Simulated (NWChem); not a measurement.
**SiH3O4 (SMILES [O][Si](O)(O)O) at 5 levels**

Wanted: a comparison of 5 runs (UHF/6-31G*, UB3LYP/6-31G*, UM06-2X/6-31G*, UPBE0/6-31G*, UMP2/6-31G*) of SiH3O4. 

Program for the calculation: NWChem 7.3.0.

2 further runs of the same task are left out: 1 that didn't finish, 1 set aside as unsound or not needed.

## (1) The system as given

SiH3O4: 8 atoms, total charge 0, spin state doublet. As SMILES, `[O][Si](O)(O)O`. The coordinates come from a PBE0-D4/def2-TZVP relaxation. This is one conformer, not always the lowest.

Bond lengths: O1–Si2 1.656 Å, Si2–O3 1.631 Å, Si2–O4 1.622 Å, Si2–O5 1.624 Å, O3–H6 0.959 Å, O4–H7 0.959 Å, O5–H8 0.958 Å. Angles: O1–Si2–O3 102.2°, O1–Si2–O4 107.0°, O1–Si2–O5 116.5°, O3–Si2–O4 116.6°, O3–Si2–O5 108.2°, O4–Si2–O5 106.6°, Si2–O3–H6 117.6°, Si2–O4–H7 116.9°, Si2–O5–H8 118.2°.

## (2) Energy and gradient at UHF/6-31G(d) (spherical functions) (run 1)

File job.nw:

```
start job
memory stack 880 mb heap 220 mb global 1100 mb
geometry units angstrom noautosym nocenter noautoz
  O       -1.417600       0.247800       1.193000
  Si      -0.195800       0.058700       0.091000
  O        1.117100      -0.067300       1.049800
  O       -0.249900       1.339100      -0.902700
  O       -0.266300      -1.263500      -0.849700
  H        1.271400       0.633000       1.686700
  H       -0.094000       1.173100      -1.833800
  H       -0.165000      -2.120800      -0.434300
end
basis spherical bse
  * library 6-31G*
end
scf
  nopen 1
  uhf
  thresh 1e-08
  maxiter 80
end
task scf gradient
```

Launch:

```bash
$ nwchem job.nw > job.out
```

The program printed:

```text
[...]
  functions       =    80
[...]
  wavefunction    = UHF
[...]
         Total SCF energy =   -590.247465024326
      One electron energy =  -1329.752318555578
      Two electron energy =    482.140671730128
 Nuclear repulsion energy =    257.364181801124
                       Sz =      0.5000
                 Sz(Sz+1) =      0.7500
                      S^2 =      0.7553
[...]
                         UHF ENERGY GRADIENTS
    atom               coordinates                        gradient
                 x          y          z           x          y          z
   1 O      -2.678876   0.468274   2.254443    0.008630  -0.000280  -0.003279
   2 Si     -0.370008   0.110927   0.171965   -0.010703  -0.000586   0.003089
   3 O       2.111013  -0.127179   1.983834   -0.001668  -0.009369  -0.005461
   4 O      -0.472243   2.530532  -1.705856   -0.001346   0.003059   0.010638
   5 O      -0.503234  -2.387669  -1.605700    0.000978   0.010032  -0.006952
   6 H       2.402598   1.196197   3.187401    0.001749   0.009399   0.007966
   7 H      -0.177634   2.216838  -3.465380    0.001745  -0.002119  -0.011507
   8 H      -0.311805  -4.007731  -0.820708    0.000616  -0.010136   0.005505
[...]
```

Run time: 76 s. Hardware: 1 thread of Intel Xeon Platinum 8488C (Sapphire Rapids), shared host; peak memory 0.1 GiB.

## (3) Energy and forces at UB3LYP/6-31G(d) (spherical functions) (run 2)

File h3o4si.xyz:

```xyz
8
H3O4Si B3LYP
O     -1.417600     0.247800     1.193000
Si    -0.195800     0.058700     0.091000
O      1.117100    -0.067300     1.049800
O     -0.249900     1.339100    -0.902700
O     -0.266300    -1.263500    -0.849700
H      1.271400     0.633000     1.686700
H     -0.094000     1.173100    -1.833800
H     -0.165000    -2.120800    -0.434300
```

File run.py:

```python
from ase.io import read
from ase.calculators.nwchem import NWChem

mol = read('h3o4si.xyz')

calc = NWChem(
    label='h3o4si',
    theory='dft',
    memory='2200 mb',
    basis='6-31G*',
    basispar='spherical bse',
    dft={'xc': 'b3lyp', 'mult': '2', 'grid': 'xfine', 'convergence': 'energy 1e-08', 'iterations': '100', 'mulliken': None},
)
mol.calc = calc

forces = mol.get_forces()
print(f"energy = {mol.get_potential_energy():.6f} eV")
print("forces (eV/A):")
for s, f in zip(mol.symbols, forces):
    print(f"{s:2s} {f[0]:10.5f} {f[1]:10.5f} {f[2]:10.5f}")
```

Launch:

```bash
$ export ASE_NWCHEM_COMMAND="nwchem PREFIX.nwi > PREFIX.nwo"
$ python run.py
```

The program printed:

```text
energy = -16116.499255 eV
forces (eV/A):
O    -0.30015    0.04978    0.30190
Si   -0.28724   -0.01805    0.10948
O     0.53206   -0.39790    0.13390
O    -0.06916    0.66144   -0.00057
O    -0.05744   -0.14455   -0.61182
H     0.05775    0.33378    0.28426
H     0.07045   -0.10901   -0.42300
H     0.05374   -0.37554    0.20584
```

The calculator wrote h3o4si.nwi:

```
title "h3o4si"

permanent_dir h3o4si

scratch_dir h3o4si

start h3o4si

geometry units angstrom nocenter noautosym noautoz
  O  -1.4176000000000000e+00 2.4779999999999999e-01 1.1930000000000001e+00
  Si -1.9580000000000000e-01 5.8700000000000002e-02 9.0999999999999998e-02
  O  1.1171000000000000e+00 -6.7299999999999999e-02 1.0498000000000001e+00
  O  -2.4990000000000001e-01 1.3391000000000000e+00 -9.0269999999999995e-01
  O  -2.6629999999999998e-01 -1.2635000000000001e+00 -8.4970000000000001e-01
  H  1.2714000000000001e+00 6.3300000000000001e-01 1.6867000000000001e+00
  H  -9.4000000000000000e-02 1.1731000000000000e+00 -1.8338000000000001e+00
  H  -1.6500000000000001e-01 -2.1208000000000000e+00 -4.3430000000000002e-01
end

memory 2200 mb

basis spherical bse noprint
   * library 6-31G*
end

dft
  xc b3lyp
  mult 2
  grid xfine
  convergence energy 1e-08
  iterations 100
  mulliken
end

task dft gradient
```

h3o4si.nwo:

```text
Northwest Computational Chemistry Package (NWChem) 7.3.0
             --------------------------------------------------------

           Job information
           ---------------

    nwchem branch   = 7.3.0
    use scalapack   = T
    input           = h3o4si.nwi
    prefix          = h3o4si.
    data base       = h3o4si/h3o4si.db
    status          = startup
    nproc           =        1

           Memory information
           ------------------

[... 5 lines left out ...]
    hardfail = no
[... 121 lines left out ...]
          Convergence on energy requested:  1.00D-08
[... 29 lines left out ...]
          total energy or number of iterations.
[... 82 lines left out ...]
      One electron energy =    -1330.299556442532
[... 1253 lines left out ...]
          Convergence on energy requested:  1.00D-08
[... 29 lines left out ...]
          total energy or number of iterations.
[... 36 lines left out ...]
                 ----------------------------------------
                 |  Time  |  1-e(secs)   |  2-e(secs)   |
                 ----------------------------------------
                 |  CPU   |       0.01   |       2.04   |
                 ----------------------------------------
                 |  WALL  |       0.01   |       2.04   |
                 ----------------------------------------

 Task  times  cpu:       86.7s     wall:       86.7s
 Total times  cpu:       86.7s     wall:       86.7s
```

Wall time 88 s (1 thread of Intel Xeon Platinum 8488C (Sapphire Rapids), shared host); peak memory 0.14 GiB.

Run 3 isn't shown in full; the table further down has it.

## (4) Energy and forces at UPBE0/6-31G(d) (spherical functions) (run 4)

File m1.nw:

```
start m1
memory total 2200 mb
charge 0

geometry units atomic noautosym nocenter noautoz
O     -2.67887575     0.46827413     2.25444327
Si    -0.37000838     0.11092692     0.17196508
O      2.11101305    -0.12717857     1.98383449
O     -0.47224256     2.53053225    -1.70585577
O     -0.50323407    -2.38766896    -1.60570029
H      2.40259779     1.19619664     3.18740105
H     -0.17763426     2.21683772    -3.46537977
H     -0.31180481    -4.00773117    -0.82070806
end

basis spherical bse
* library 6-31G*
end

dft
xc pbe0
mult 2
grid xfine
convergence energy 1e-08
iterations 100
mulliken
end

task dft gradient
```

Launch:

```bash
$ nwchem m1.nw > m1.out
```

The program printed:

```text
[...]
          Wavefunction type:  spin polarized.
          No. of atoms     :     8
          No. of electrons :    49
[...]
          Charge           :     0
          Spin multiplicity:     2
[...]
          AO basis - number of functions:    80
[...]
              XC Information
              --------------
                         PBE0 Method XC Functional
                     Hartree-Fock (Exact) Exchange  0.250
          PerdewBurkeErnzerhof Exchange Functional  0.750
            Perdew 1991 LDA Correlation Functional  1.000 local
           PerdewBurkeErnz. Correlation Functional  1.000 non-local
[...]
 d= 0,ls=0.0,diis     1   -591.7046848847 -8.49D+02  6.47D-03  2.35D-01     5.9
[...]
 d= 0,ls=0.0,diis    18   -591.8177394282 -7.47D-09  2.78D-07  2.65D-10    84.7
[...]
         Total DFT energy =     -591.817739428218
      One electron energy =    -1330.243311867456
           Coulomb energy =      537.223610827490
    Exchange-Corr. energy =      -56.162201712788
 Nuclear repulsion energy =      257.364163324537
[...]
      Total Density - Mulliken Population Analysis
     ---------------------------------------------
    Atom       Charge   Shell Charges
 -----------   ------   -------------------------------------------------------
    1 O    8     8.35   2.00  0.95  2.74  0.98  1.67  0.01
    2 Si  14    12.88   2.00  2.00  5.96  0.73  1.46 -0.06  0.26  0.53
    3 O    8     8.71   2.00  0.90  2.94  0.94  1.92  0.02
    4 O    8     8.71   2.00  0.89  2.94  0.93  1.92  0.02
    5 O    8     8.73   2.00  0.89  2.95  0.93  1.94  0.02
    6 H    1     0.54   0.46  0.08
    7 H    1     0.54   0.46  0.08
    8 H    1     0.54   0.46  0.08
[...]
      <S2> =      0.7530 (Exact =     0.7500)
[...]
  wavefunction    = open shell
[...]
```

It took 93 s on 1 thread of Intel Xeon Platinum 8488C (Sapphire Rapids), shared host; peak memory 0.14 GiB.

## (5) Energy and gradient at UMP2/6-31G(d) (spherical functions) (run 5)

File nw.nw:

```
start nw
title "H3O4Si"
memory stack 880 mb heap 220 mb global 1100 mb

geometry noautosym nocenter noautoz
  O    -1.417600    0.247800    1.193000
  Si   -0.195800    0.058700    0.091000
  O     1.117100   -0.067300    1.049800
  O    -0.249900    1.339100   -0.902700
  O    -0.266300   -1.263500   -0.849700
  H     1.271400    0.633000    1.686700
  H    -0.094000    1.173100   -1.833800
  H    -0.165000   -2.120800   -0.434300
end

basis spherical bse
  O library 6-31G*
  Si library 6-31G*
  H library 6-31G*
end

scf
  nopen 1
  uhf
  thresh 1e-08
  maxiter 80
end

mp2
  freeze core 9
  tight
end

task mp2 gradient
```

Launch:

```bash
$ nwchem nw.nw > nw.out
```

The program printed:

```text
[...]
  functions       =    80
[...]
  wavefunction    = UHF
[...]
         Total SCF energy =   -590.247465024326
      One electron energy =  -1329.752318555578
      Two electron energy =    482.140671730128
 Nuclear repulsion energy =    257.364181801124
                       Sz =      0.5000
                 Sz(Sz+1) =      0.7500
                      S^2 =      0.7553
[...]
          Total MP2 energy          -590.989165278214
[...]
                         mp2 ENERGY GRADIENTS
    atom               coordinates                        gradient
                 x          y          z           x          y          z
   1 O      -2.678876   0.468274   2.254443    0.016761  -0.002688  -0.012753
   2 Si     -0.370008   0.110927   0.171965   -0.006947   0.000138   0.002217
   3 O       2.111013  -0.127179   1.983834   -0.011261   0.009884  -0.001055
   4 O      -0.472243   2.530532  -1.705856    0.003775  -0.014836  -0.001029
   5 O      -0.503234  -2.387669  -1.605700    0.002903   0.002899   0.014212
   6 H       2.402598   1.196197   3.187401   -0.001530  -0.007831  -0.007205
   7 H      -0.177634   2.216838  -3.465380   -0.002078   0.002444   0.010577
   8 H      -0.311805  -4.007731  -0.820708   -0.001623   0.009990  -0.004964
[...]
```

Run time: 1.9 min. Hardware: 1 thread of Intel Xeon Platinum 8488C (Sapphire Rapids), shared host; peak memory 0.25 GiB.

## (6) The series

| run | level | iteration cap | module | energy (Eh) | dipole moment (D) | HOMO energy (eV) | LUMO energy (eV) | wall time |
| --- | --- | --- | --- | --- | --- | --- | --- | --- |
| 1 | UHF/6-31G* (spherical functions) | 80 | scf | -590.247465 | 1.47 | -13.50 | 2.03 | 76 s |
| 2 | UB3LYP/6-31G* (spherical functions) | 100 | dft | -592.270428 | 1.76 | -8.32 | -4.73 | 88 s |
| 3 | UM06-2X/6-31G* (spherical functions) | 100 | dft | -592.124905 | 1.56 | -10.52 | -2.82 | 2.5 min |
| 4 | UPBE0/6-31G* (spherical functions) | 100 | dft | -591.817739 | 1.69 | -8.70 | -4.26 | 93 s |
| 5 | UMP2/6-31G* (spherical functions) | 80 | mp2 | -590.989165 | 1.53 | -13.50 | 2.03 | 1.9 min |

## (7) Results

```
                                                         quantity          value
                                              run 5: total energy  -590.98917 Eh
   run 5: dipole moment (of the density that the program reports)         1.53 D
run 5: HOMO energy (Hartree–Fock orbitals) (highest over α and β)      -13.50 eV
 run 5: LUMO energy (Hartree–Fock orbitals) (lowest over α and β)        2.03 eV
               run 5: correlation energy (9 core orbitals frozen)     -741.7 mEh
                         run 5: ⟨S²⟩ of the reference determinant          0.755
                                  run 5: largest force on an atom     1.092 eV/Å
```

The dipole moment (its size) runs from 1.47 D (UHF/6-31G*) to 1.76 D (UB3LYP/6-31G*). Totals of different functionals can't be ranked against each other. All runs together took 8.7 min, the longest 2.5 min.
